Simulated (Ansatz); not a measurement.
# Be2Ru3: the cost of one run

Method: DFT PBE, scalar-relativistic, plane waves, PAW, in Ansatz 0.2.0.

## 1. The structure to begin with

The structure is cubic, space group Pm-3m (No. 221). Conventional cell: a = 3.986 Å, b = 3.986 Å, c = 3.986 Å, α = 90.00°, β = 90.00°, γ = 90.00°. Be (site symmetry m-3m) has 12 Ru at 2.82 Å as nearest neighbours. Be (site symmetry m-3m) has 6 Ru at 1.99 Å as nearest neighbours. Around Ru (site symmetry 4/mmm) lie 2 Be at 1.99 Å.

As a file:

```
CELL_PARAMETERS angstrom
3.98561 0.00000 0.00000
0.00000 3.98561 0.00000
0.00000 0.00000 3.98561
ATOMIC_POSITIONS crystal
Be 0.00000 0.00000 0.00000
Be 0.50000 0.50000 0.50000
Ru 0.00000 0.50000 0.50000
Ru 0.50000 0.00000 0.50000
Ru 0.50000 0.50000 0.00000
```

The cell is invented: random cell by space group and Wyckoff sites (Pm-3m, No. 221). The dimensions are guesses.

## 2. Probe: one point on a coarse mesh

File input.yaml:

```yaml
crystal:
  lattice:
    - [3.98560782, 0.0, 0.0]
    - [0.0, 3.98560782, 0.0]
    - [0.0, 0.0, 3.98560782]
  atoms:
    - { symbol: Be, position: [0.0, 0.0, 0.0] }
    - { symbol: Be, position: [0.5, 0.5, 0.5] }
    - { symbol: Ru, position: [0.0, 0.5, 0.5] }
    - { symbol: Ru, position: [0.5, 0.0, 0.5] }
    - { symbol: Ru, position: [0.5, 0.5, 0.0] }
basis:
  ecutwfc: 420
kpoints:
  mp_grid: { grid: [4, 4, 4] }
hamiltonian:
  xc: pbe
scf:
  occupations: { method: gaussian, width: 0.1 }
  lower_state_search: "off"
output:
  forces: true
  stress: true
  eigenvalues: true
```

The run is started by

```
$ ansatz run input.yaml --threads 1 --pin off --max-ram 2048MiB --backend cpu --events-out ev --progress --plain --runs-dir out
```

Q: Estimate wall time and peak memory on 1 thread of Arm Neoverse V1, shared host.

About 1.5 s, with a peak of 0.29 GiB.
